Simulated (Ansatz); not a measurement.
# RbTi (CsCl type): the cost of one run

Program: Ansatz 0.2.0. Level of theory: DFT PBEsol, scalar-relativistic. These are calculated values, not measurements.

2 further runs of the same task are left out: 1 that didn't finish, 1 set aside as unsound or not needed.

**1. The starting structure**

It takes space group Pm-3m (No. 221, cubic). The conventional cell has a = 4.006 Å, b = 4.006 Å, c = 4.006 Å, α = 90.00°, β = 90.00°, γ = 90.00°. Rb (site symmetry m-3m) has 8 Ti at 3.47 Å as nearest neighbours. Ti (site symmetry m-3m) is surrounded by 8 Rb at 3.47 Å.

As a file:

```cif
data_structure
_symmetry_space_group_name_H-M 'Pm-3m'
_symmetry_Int_Tables_number 221
_cell_length_a 4.0064
_cell_length_b 4.0064
_cell_length_c 4.0064
_cell_angle_alpha 90.000
_cell_angle_beta 90.000
_cell_angle_gamma 90.000
_cell_volume 64.31
loop_
_atom_site_label
_atom_site_type_symbol
_atom_site_symmetry_multiplicity
_atom_site_Wyckoff_symbol
_atom_site_fract_x
_atom_site_fract_y
_atom_site_fract_z
_atom_site_occupancy
Rb1 Rb 1 a 0.00000 0.00000 0.00000 1
Ti1 Ti 1 b 0.50000 0.50000 0.50000 1
```

The file gives the conventional cell by its symmetry; the runs use the cell typed in the input.

Atoms are numbered in the order of the input: Rb1, Ti2.

**2. After the deformation**

Space group Pm-3m before, Cmmm after.

**3. Full-potential LAPW**

input.yaml

```yaml
crystal:
  lattice:
    - [4.0063785807, 0.0200318929, 0.0]
    - [0.0200318929, 4.0063785807, 0.0]
    - [0.0, 0.0, 4.0063785807]
  atoms:
    - { symbol: Rb, position: [0.0, 0.0, 0.0] }
    - { symbol: Ti, position: [0.5, 0.5, 0.5] }
kpoints:
  mp_grid: { grid: [10, 10, 10] }
scf:
  occupations: { method: fermi_dirac, width: 0.03 }
hamiltonian:
  xc: pbesol
  pseudopotentials: { kind: all_electron, lapw: { basis_error: 0.0005 } }
output:
  forces: true
  stress: true
  eigenvalues: true
```

Command:

```sh
> ansatz run input.yaml --threads 1 --pin off --max-ram 2048MiB --backend cpu --events-out ev --progress --plain --runs-dir out
```

What time and memory should one allow on 1 thread of Intel Xeon at 2.50GHz (Skylake/Cascade Lake), shared host?

About 69 s, with a peak of 0.6 GiB.
